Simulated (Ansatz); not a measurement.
# PBE0/aug-cc-pVTZ run of GeS (germanium sulfide)

Aim: the vertical electron affinity of GeS (germanium sulfide) at PBE0/aug-cc-pVTZ, from 2 runs. 

Program for the calculation: Ansatz 0.2.0.

30 further runs of the same task are left out: 30 set aside as unsound or not needed.

## Step 1: Starting point

The species is GeS (2 atoms), meant as a singlet with charge 0. SMILES: `[S+]#[Ge-]`. The bond length is the measured one.

Bond lengths: S1–Ge2 2.012 Å.

## Step 2: A single-point energy at PBE0/aug-cc-pVTZ

input.yaml

```yaml
basis:
  gaussian:
    orbitals: aug-cc-pVTZ
crystal:
  periodic: [false, false, false]
  atoms:
    - {symbol: S, position_ang: [0.000000, 0.000000, 0.000000]}
    - {symbol: Ge, position_ang: [0.000000, 0.000000, 2.012086]}
output: {orbitals: {seedname: orbitals}}
accuracy: high
hamiltonian:
  xc: {name: PBE0}
```

Launch:

```
$ ansatz run input.yaml --threads 1 --pin off --max-ram 3480MiB --events-out events.jsonl --progress --plain --runs-dir runs
```

The program printed:

```text
Warning: RAYON_NUM_THREADS=1 ignored (pool sized by the plan → 1); use --threads N
Functional definition: PBE0
  name "PBE0"
  parameter a = 0.25
  parameter kappa = 0.804
  parameter beta = 0.06672455060314922
  exchange = (1 - a)*pbe_x(kappa = kappa, mu = beta*pi^2/3) + a*exact_x
  correlation = pbe_c(beta = beta)
1389 factors; integrals over basis functions are off by at most 4.7e-9 eV
mean field evaluation 1: about -67342.8166 eV, gradient 2.6e1 eV
mean field evaluation 2: about -67327.6491 eV, gradient 7.2e1 eV
mean field evaluation 4: about -67344.8885 eV, gradient 3.1e0 eV
mean field evaluation 8: about -67344.9667 eV, gradient 8.1e-2 eV
mean field evaluation 16: about -67344.9668 eV, gradient 1.5e-6 eV
mean field -67344.96678002 eV, -2474.8818811078 hartree, gradient 1.4e-8 eV, S^2 0.000000; 0 other end points of the search recorded, 0 dependent functions left out
reference -67344.96678233 eV, -2474.8818811927 hartree; 24, 24 occupied and 85, 85 virtual orbitals, 1389 factors
Total energy: -67344.96678233 eV, -2474.8818811927 hartree
```

Run time: 7.8 s. Hardware: 1 thread of Arm Neoverse V1, shared host; peak memory 0.27 GiB.

## Step 3: The doublet anion, same level

run.yaml

```yaml
crystal:
  periodic: [false, false, false]
  atoms:
    - {symbol: S, position_ang: [0.000000, 0.000000, 0.000000]}
    - {symbol: Ge, position_ang: [0.000000, 0.000000, 2.012086]}
basis:
  gaussian: {orbitals: aug-cc-pVTZ}
total_charge: -1
magnetization: {spin_polarized: true, initial_magnetization: 1}
hamiltonian: {xc: pbe0}
accuracy: high
output: {orbitals: {seedname: orbitals}}
```

Launch:

```
$ ansatz run run.yaml --threads 1 --pin off --max-ram 3480MiB --events-out events.jsonl --progress --plain --runs-dir runs
```

The program printed, shortened:

```text
Warning: RAYON_NUM_THREADS=1 ignored (pool sized by the plan → 1); use --threads N
[... 7 set-up lines as earlier in the session ...]
1389 factors; integrals over basis functions are off by at most 4.7e-9 eV
mean field evaluation 1: about -67344.6832 eV, gradient 1.3e1 eV
mean field evaluation 2: about -67344.0616 eV, gradient 1.6e1 eV
mean field evaluation 4: about -67345.5055 eV, gradient 1.0e0 eV
mean field evaluation 8: about -67345.5659 eV, gradient 4.1e-2 eV
mean field evaluation 16: about -67345.5659 eV, gradient 5.4e-4 eV
mean field evaluation 32: about -67345.5555 eV, gradient 3.0e-1 eV
mean field -67345.56593399 eV, -2474.9038996100 hartree, gradient 2.2e-8 eV, S^2 0.754911; 1 other end points of the search recorded, 0 dependent functions left out
reference -67345.56593636 eV, -2474.9038996971 hartree; 25, 24 occupied and 84, 85 virtual orbitals, 1389 factors
Total energy: -67345.56593636 eV, -2474.9038996971 hartree
```

Run time: 26 s. Hardware: 1 thread of Arm Neoverse V1, shared host; peak memory 0.39 GiB.

## Step 4: Summary of results

Level: PBE0/aug-cc-pVTZ.

```
                                         quantity           value
                        singlet GeS: total energy  -2474.88188 Eh
                         singlet GeS: HOMO energy        -7.96 eV
                         singlet GeS: LUMO energy        -2.42 eV
                       singlet GeS: HOMO–LUMO gap         5.54 eV
                      doublet anion: total energy  -2474.90390 Eh
doublet anion: HOMO energy (highest over α and β)         1.14 eV
 doublet anion: LUMO energy (lowest over α and β)         2.70 eV
                              doublet anion: ⟨S²⟩           0.755
vertical electron affinity (to the doublet anion)        0.599 eV
```

What this shows: At fixed nuclei the extra electron is bound by 0.60 eV (57.8 kJ/mol). The HOMO (doublet anion) lies at positive energy, 1.14 eV; only total energies tell whether the electron is bound.
